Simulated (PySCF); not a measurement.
# CH₆BNS: electronic structure in real space

Aim: take CH₆BNS and see where an electron leaves and enters and analyse its density (charges, bond critical points, surface potential).

The runs use PySCF 2.14.0; levels as typed in each script, gas phase, geometry from GFN2-xTB.

## (1) The system as given

SMILES `CSBN`, 10 atoms, charge 0, spin multiplicity 1.

Bond lengths: C1–S2 1.826 Å, C1–H5 1.085 Å, C1–H6 1.085 Å, C1–H7 1.086 Å, S2–B3 1.802 Å, B3–N4 1.384 Å, B3–H8 1.170 Å, N4–H9 1.006 Å, N4–H10 1.005 Å. Angles: S2–C1–H5 107.1°, S2–C1–H6 109.5°, S2–C1–H7 109.5°, H5–C1–H6 110.1°, H5–C1–H7 110.1°, H6–C1–H7 110.5°, C1–S2–B3 101.4°, S2–B3–N4 119.3°, S2–B3–H8 119.7°, N4–B3–H8 121.0°, B3–N4–H9 123.1°, B3–N4–H10 123.8°, H9–N4–H10 113.1°.

As a file:

```csv
atom,x (Å),y (Å),z (Å)
C1,-1.92196,-0.49511,0.00014
S2,-0.47803,0.62266,0.00002
B3,0.88393,-0.55678,-0.00025
N4,2.18620,-0.08783,0.00004
H5,-2.80863,0.12999,-0.00097
H6,-1.90202,-1.11277,0.89202
H7,-1.90135,-1.11419,-0.89162
H8,0.65687,-1.70420,0.00030
H9,2.41711,0.89156,-0.00031
H10,2.99531,-0.68361,0.00048
```

## (2) Removing and adding an electron (PBE0/def2-tzvp)

Input file input.py:

```python
import numpy as np
from pyscf import gto, scf, dft
from pyscf.scf import atom_ks, atom_hf
from scipy.linalg import block_diag

def solve(mol, dm0=None, hcore=None):
    mf = (dft.UKS if mol.spin else dft.RKS)(mol, xc='pbe0')
    mf.grids.level = 3
    mf = mf.density_fit(auxbasis='def2-universal-jkfit')
    mf.conv_tol, mf.max_cycle = 1e-8, 80
    if hcore is not None:
        mf.get_hcore = lambda *args: hcore
    mf.kernel(dm0)
    if not mf.converged:
        mf = mf.newton().run(mf.mo_coeff, mf.mo_occ, max_cycle=30)
    assert mf.converged, 'SCF not converged'
    return mf

mol = gto.M(atom='''
C     -1.92196    -0.49511     0.00014
S     -0.47803     0.62266     0.00002
B      0.88393    -0.55678    -0.00025
N      2.18620    -0.08783     0.00004
H     -2.80863     0.12999    -0.00097
H     -1.90202    -1.11277     0.89202
H     -1.90135    -1.11419    -0.89162
H      0.65687    -1.70420     0.00030
H      2.41711     0.89156    -0.00031
H      2.99531    -0.68361     0.00048
''', basis='def2-tzvp', charge=0, spin=0, verbose=4)
mf = solve(mol)
out = dict(e0=mf.e_tot, dm0=mf.make_rdm1(), c=mf.mo_coeff, occ=mf.mo_occ, eps=mf.mo_energy)
for name, dq, spin in [('cation', 1, 1), ('anion', -1, 1)]:
    ion = mol.copy().set(charge=mol.charge + dq, spin=spin).build()
    mi = solve(ion)
    if spin and dq > 0 and mol.nao < 130:
        c, _, stable, _ = mi.stability(return_status=True)
        if not stable:
            mi = solve(ion, mi.make_rdm1(c, mi.mo_occ))
    print(name, 'vertical energy change / eV', (mi.e_tot - mf.e_tot) * 27.211386)
    out.update({'e_' + name: mi.e_tot, 'dm_' + name: mi.make_rdm1(), 's2_' + name: mi.spin_square()[0], 'eps_' + name: mi.mo_energy, 'occ_' + name: mi.mo_occ})
# spherically averaged free atoms, for the promolecule
atm = atom_ks.get_atm_nrks(mol, xc='pbe0')
pro = block_diag(*[(atm[a[0]][2] * atm[a[0]][3]) @ atm[a[0]][2].T for a in mol._atom])
np.savez('result.npz', pro=pro, **out)
```

On the command line:

```sh
$ OMP_NUM_THREADS=1 python input.py
```

## (4) Density, bond paths and surface potential (HF/6-311+g**)

Input file input.py:

```python
import numpy as np
from pyscf import gto, scf, dft
from pyscf.scf import atom_ks, atom_hf
from scipy.linalg import block_diag

def solve(mol, dm0=None, hcore=None):
    mf = scf.UHF(mol) if mol.spin else scf.RHF(mol)
    mf = mf.density_fit(auxbasis='def2-universal-jkfit')
    mf.conv_tol, mf.max_cycle = 1e-8, 80
    if hcore is not None:
        mf.get_hcore = lambda *args: hcore
    mf.kernel(dm0)
    if not mf.converged:
        mf = mf.newton().run(mf.mo_coeff, mf.mo_occ, max_cycle=30)
    assert mf.converged, 'SCF not converged'
    return mf

mol = gto.M(atom='''
C     -1.92196    -0.49511     0.00014
S     -0.47803     0.62266     0.00002
B      0.88393    -0.55678    -0.00025
N      2.18620    -0.08783     0.00004
H     -2.80863     0.12999    -0.00097
H     -1.90202    -1.11277     0.89202
H     -1.90135    -1.11419    -0.89162
H      0.65687    -1.70420     0.00030
H      2.41711     0.89156    -0.00031
H      2.99531    -0.68361     0.00048
''', basis='6-311+g**', charge=0, spin=0, verbose=4)
mf = solve(mol)
mf.analyze()
# spherically averaged free atoms, for the promolecule
atm = scf.atom_hf.get_atm_nrhf(mol)
pro = block_diag(*[(atm[a[0]][2] * atm[a[0]][3]) @ atm[a[0]][2].T for a in mol._atom])
np.savez('result.npz', e=mf.e_tot, c=mf.mo_coeff, occ=mf.mo_occ, eps=mf.mo_energy, pro=pro, dip=mf.dip_moment(verbose=0), s2=mf.spin_square()[0])
```

(Steps that only read results are left out.)

Q: Predict the outcome of this session. Wanted: vertical ionisation energy; vertical electron affinity; dipole moment; HOMO, LUMO.

**Answer**, as computed:

| quantity | value |
| --- | --- |
| vertical ionisation energy (PBE0/def2-tzvp) | 8.71 eV |
| vertical electron affinity (PBE0/def2-tzvp) | -2.22 eV |
| dipole moment (HF/6-311+g**) | 1.42 D |
| HOMO, LUMO (HF/6-311+g**) | -9.36, 1.42 eV |

**Reading.** The ionisation energy from two SCF runs, 8.71 eV, lies 2.1 eV above −ε(HOMO) = 6.59 eV of the same level, PBE0/def2-tzvp, since self-interaction lifts this functional's HOMO. At HF/6-311+g**: The highest Hirshfeld charge is on B3 (+0.17 e), the lowest on N4 (−0.31 e). The geometry was not optimised at these levels.
